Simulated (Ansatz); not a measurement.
# CH₄O₂Se: a ladder of functionals and wavefunction methods

One table from this session's results is given with a row withheld; the runs are named, their logs left out.

Computed with Ansatz 0.2.0, Gaussian basis. Level: functionals in def2-TZVPP, the program's frozen cores in correlated methods.

Levels to be run: LDA (SPW92), PBE-D4, revPBE-D4, BLYP-D4, r2SCAN-D4, B97M-V, PBE0-D4, B3LYP-D4, r2SCANh-D4, r2SCAN0-D4, HSE06-D4, BHLYP-D4, CAM-B3LYP-D4, LC-ωPBE, ωB97X-V, ωB97M-V, B2PLYP, PBE-QIDH; CCSD(T)/def2-SVP; CCSD(T)/def2-TZVPP; MP2/def2-QZVPP; extrapolation to the limit; RPA on PBE.

## The relaxed structure

The geometry comes from an earlier relaxation with PBE0-D4 in a triple-zeta def2 set; it is a stationary point, not always the lowest conformer.

SMILES `OC(O)[SeH]`, 8 atoms, charge 0, spin multiplicity 1.

Atoms are counted from 1 here; the program's logs count them from 0.

Bond lengths: O1–C2 1.373 Å, O1–H5 0.961 Å, C2–O3 1.373 Å, C2–Se4 2.016 Å, C2–H6 1.101 Å, O3–H7 0.961 Å, Se4–H8 1.468 Å. Angles: C2–O1–H5 108.3°, O1–C2–O3 105.2°, O1–C2–Se4 112.6°, O1–C2–H6 112.3°, O3–C2–Se4 112.5°, O3–C2–H6 112.3°, Se4–C2–H6 102.2°, C2–O3–H7 108.2°, C2–Se4–H8 92.4°.

Set-up of the first run:

in.yaml

```yaml
crystal:
  periodic: [false, false, false]
  atoms:
    - {symbol: O, position_ang: [-0.580272, 0.976299, -0.858613]}
    - {symbol: C, position_ang: [0.163192, 0.372045, 0.125202]}
    - {symbol: O, position_ang: [1.362353, 0.064115, -0.469007]}
    - {symbol: Se, position_ang: [-0.752233, -1.247594, 0.901363]}
    - {symbol: H, position_ang: [-1.464283, 1.132279, -0.514960]}
    - {symbol: H, position_ang: [0.287819, 1.015571, 1.009745]}
    - {symbol: H, position_ang: [1.883346, -0.450410, 0.153668]}
    - {symbol: H, position_ang: [-0.807823, -1.919408, -0.403198]}
basis:
  gaussian: {orbitals: def2-TZVPP}
hamiltonian: {xc: lda}
output: {orbitals: {seedname: orbitals}}
```

The run is started by

```console
$ ansatz run in.yaml --threads 2 --pin off --events-out ev --progress --plain --max-ram 4352MiB
```

Among the steps run: LDA; PBE-D4 (GGA); revPBE-D4 (GGA); BLYP-D4 (GGA); r2SCAN-D4 (meta-GGA); B97M-V (meta-GGA); PBE0-D4 (hybrid); B3LYP-D4 (hybrid); r2SCANh-D4 (hybrid); r2SCAN0-D4 (hybrid); HSE06-D4 (hybrid); BHLYP-D4 (hybrid); CAM-B3LYP-D4 (range-separated); LC-ωPBE (range-separated); ωB97X-V (range-separated); ωB97M-V (range-separated); B2PLYP (double hybrid); PBE-QIDH (double hybrid).

One table of the session follows, with a row left open; its other results are not shown here.

It belongs to the step «Frontier levels by functional». 

```
  functional  HOMO (eV)  gap (eV)
 LDA (SPW92)          ?         ?
      PBE-D4      -5.75      4.57
   revPBE-D4      -5.69      4.60
     BLYP-D4      -5.61      4.47
   r2SCAN-D4      -6.03      5.12
      B97M-V      -6.11      5.15
     PBE0-D4      -6.97      6.67
    B3LYP-D4      -6.74      6.14
  r2SCANh-D4      -6.48      5.88
  r2SCAN0-D4      -7.15      7.02
    HSE06-D4      -6.57      5.89
    BHLYP-D4      -8.04      8.57
CAM-B3LYP-D4      -8.32      8.98
     LC-ωPBE      -9.70     11.60
     ωB97X-V      -9.33     11.08
     ωB97M-V      -9.19     10.71
```

Estimate the missing values for LDA (SPW92).

**Answer.** HOMO (eV): -5.93; gap (eV): 4.55. In the column «HOMO (eV)» it lies between r2SCAN-D4 (-6.03) and PBE-D4 (-5.75).
